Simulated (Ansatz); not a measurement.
**C₂H₉NSi₂: up Jacob's ladder to CCSD(T)**

The task here is to estimate one member of a computed series from the others.

Program: Ansatz 0.2.0, Gaussian basis. Level of theory: functionals in def2-TZVPP, the program's frozen cores in correlated methods. These are calculated values, not measurements.

Plan: LDA (SPW92), PBE-D4, revPBE-D4, BLYP-D4, r2SCAN-D4, B97M-V, PBE0-D4, B3LYP-D4, r2SCANh-D4, r2SCAN0-D4, HSE06-D4, BHLYP-D4, CAM-B3LYP-D4, LC-ωPBE, ωB97X-V, ωB97M-V, B2PLYP, PBE-QIDH; CCSD(T)/def2-SVP; CCSD(T)/def2-TZVPP; MP2/def2-QZVPP; extrapolation to the limit; RPA on PBE.

## The relaxed structure

An earlier PBE0-D4 in a triple-zeta def2 set relaxation fixed the geometry.

SMILES `N[Si]1([SiH3])CC1`, 14 atoms, charge 0, spin multiplicity 1.

Atoms are counted from 1 here; the program's logs count them from 0.

Bond lengths: N1–Si2 1.714 Å, N1–H6 1.006 Å, N1–H7 1.006 Å, Si2–Si3 2.318 Å, Si2–C4 1.845 Å, Si2–C5 1.855 Å, Si3–H8 1.490 Å, Si3–H9 1.489 Å, Si3–H10 1.488 Å, C4–C5 1.548 Å, C4–H11 1.087 Å, C4–H12 1.085 Å, C5–H13 1.086 Å, C5–H14 1.086 Å. Angles: Si2–N1–H6 121.7°, Si2–N1–H7 120.6°, H6–N1–H7 111.9°, N1–Si2–Si3 115.2°, N1–Si2–C4 117.7°, N1–Si2–C5 122.4°, Si3–Si2–C4 119.0°, Si3–Si2–C5 117.3°, C4–Si2–C5 49.4°, Si2–Si3–H8 111.2°, Si2–Si3–H9 108.5°, Si2–Si3–H10 111.9°, H8–Si3–H9 108.3°, H8–Si3–H10 107.9°, H9–Si3–H10 108.9°, Si2–C4–C5 65.6°, Si2–C4–H11 118.7°, Si2–C4–H12 120.4° and more.

Set-up of the first run:

File in.yaml:

```yaml
crystal:
  periodic: [false, false, false]
  atoms:
    - {symbol: N, position_ang: [-1.196588, 1.630771, 0.373100]}
    - {symbol: Si, position_ang: [-0.180349, 0.285102, 0.066281]}
    - {symbol: Si, position_ang: [1.371076, -0.178664, 1.724318]}
    - {symbol: C, position_ang: [-0.880211, -1.109794, -0.918317]}
    - {symbol: C, position_ang: [0.211480, -0.294163, -1.651715]}
    - {symbol: H, position_ang: [-0.842620, 2.572734, 0.368311]}
    - {symbol: H, position_ang: [-2.175371, 1.596987, 0.142982]}
    - {symbol: H, position_ang: [2.273266, 0.983709, 1.956685]}
    - {symbol: H, position_ang: [2.200103, -1.334646, 1.285552]}
    - {symbol: H, position_ang: [0.717855, -0.516429, 3.017913]}
    - {symbol: H, position_ang: [-1.887069, -1.015344, -1.315588]}
    - {symbol: H, position_ang: [-0.634213, -2.136487, -0.668219]}
    - {symbol: H, position_ang: [-0.132041, 0.300611, -2.492978]}
    - {symbol: H, position_ang: [1.141885, -0.813586, -1.859326]}
basis:
  gaussian: {orbitals: def2-TZVPP}
hamiltonian: {xc: lda}
output: {orbitals: {seedname: orbitals}}
```

Run with:

```sh
> ansatz run in.yaml --threads 4 --pin off --events-out ev --progress --plain --max-ram 10444MiB
```

Steps of the session up to this table: LDA; PBE-D4 (GGA); revPBE-D4 (GGA); BLYP-D4 (GGA); r2SCAN-D4 (meta-GGA); B97M-V (meta-GGA); PBE0-D4 (hybrid); B3LYP-D4 (hybrid); r2SCANh-D4 (hybrid); r2SCAN0-D4 (hybrid); HSE06-D4 (hybrid); BHLYP-D4 (hybrid); CAM-B3LYP-D4 (range-separated); LC-ωPBE (range-separated); ωB97X-V (range-separated); ωB97M-V (range-separated); B2PLYP (double hybrid); PBE-QIDH (double hybrid).

One of the session's tables, all rows but one given; the rest of the session is left out.

It belongs to the step «Orbital energies across the functionals». 

| functional | HOMO (eV) | gap (eV) |
| --- | --- | --- |
| LDA (SPW92) | -5.39 | 4.46 |
| PBE-D4 | -5.26 | 4.48 |
| revPBE-D4 | -5.20 | 4.51 |
| BLYP-D4 | -5.12 | 4.48 |
| r2SCAN-D4 | -5.47 | 4.95 |
| B97M-V | -5.55 | 4.85 |
| PBE0-D4 | -6.40 | 6.45 |
| B3LYP-D4 | -6.21 | 6.05 |
| r2SCANh-D4 | ? | ? |
| r2SCAN0-D4 | -6.54 | 6.73 |
| HSE06-D4 | -6.01 | 5.68 |
| BHLYP-D4 | -7.45 | 8.34 |
| CAM-B3LYP-D4 | -7.71 | 8.76 |
| LC-ωPBE | -9.03 | 11.20 |
| ωB97X-V | -8.69 | 10.72 |
| ωB97M-V | -8.56 | 10.28 |

Estimate the missing values for r2SCANh-D4.

Worked estimate for «HOMO (eV)». Against the share of exact exchange, r2SCAN-D4 (0, -5.47), r2SCAN0-D4 (0.25, -6.54) give a slope of -4.28 per unit share; at 0.1 the line stands at -5.90.

**Answer.** HOMO (eV): -5.90; gap (eV): 5.66. In «HOMO (eV)» the line misses by 0.00.
